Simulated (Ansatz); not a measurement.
# Al2Cu: the cost of one run

Method: DFT PBE, scalar-relativistic, plane waves, PAW, in Ansatz 0.2.0.

71 further runs of the same task are left out: 71 set aside as unsound or not needed.

### Step 1. Starting point

The structure is tetragonal, space group I4/mcm (No. 140). Conventional cell: a = 6.052 Å, b = 6.052 Å, c = 4.883 Å, α = 90.00°, β = 90.00°, γ = 90.00°. Al (site symmetry m2m) has 4 Cu at 2.58 Å and 3 Al at 2.72 to 2.90 Å as nearest neighbours. Around Cu (site symmetry 422) lie 2 Cu at 2.44 Å and 8 Al at 2.58 Å.

Coordinates:

```
CELL_PARAMETERS angstrom
-3.02615 3.02615 2.44128
3.02615 -3.02615 2.44128
3.02615 3.02615 -2.44128
ATOMIC_POSITIONS crystal
Al 0.15872 0.65872 0.81744
Al 0.65872 0.84128 0.50000
Al 0.84128 0.34128 0.18256
Al 0.34128 0.15872 0.50000
Cu 0.75000 0.75000 0.00000
Cu 0.25000 0.25000 0.00000
```

It is the result of an earlier relaxation at this level (volume 14.90 Å³/atom; gap on the mesh: none (metal)).

### Step 2. What is varied

The energy is mapped over the lattice constants a and c of the conventional cell.

First coordinate, lattice constant a (and b): 11 values from 5.750 to 6.355 Å. Second coordinate, lattice constant c: 11 values from 4.638 to 5.127 Å.

Nothing else is relaxed (fractional coordinates fixed). Energies count from the relaxed crystal. Points are written as (first, second).

### Step 3. The run at (5.810 Å, 4.638 Å)

Contents of input.yaml:

```yaml
crystal:
  lattice:
    - [-2.9051, 2.9051, 2.3192]
    - [2.9051, -2.9051, 2.3192]
    - [2.9051, 2.9051, -2.3192]
  atoms:
    - { symbol: Al, position: [0.1587211657, 0.6587211657, 0.8174423314] }
    - { symbol: Al, position: [0.6587211657, 0.8412788343, 0.5] }
    - { symbol: Al, position: [0.8412788343, 0.3412788343, 0.1825576686] }
    - { symbol: Al, position: [0.3412788343, 0.1587211657, 0.5] }
    - { symbol: Cu, position: [0.75, 0.75, 0.0] }
    - { symbol: Cu, position: [0.25, 0.25, 0.0] }
basis:
  ecutwfc: 520.0
kpoints:
  mp_grid: { grid: [10, 10, 10] }
hamiltonian:
  xc: pbe
  pseudopotentials: { kind: paw, azcp: { folder: soft_1 } }
scf:
  occupations: { method: gaussian, width: 0.15 }
output:
  forces: true
  stress: true
  eigenvalues: true
```

Command:

```
ansatz run input.yaml --threads 4 --pin off --max-ram 8192MiB --backend cpu --events-out ev --progress --plain --runs-dir out
```

What time and memory should one allow on 4 threads of Intel Xeon 6975P-C (Granite Rapids), shared host?

About 3.1 s, with a peak of 0.62 GiB.
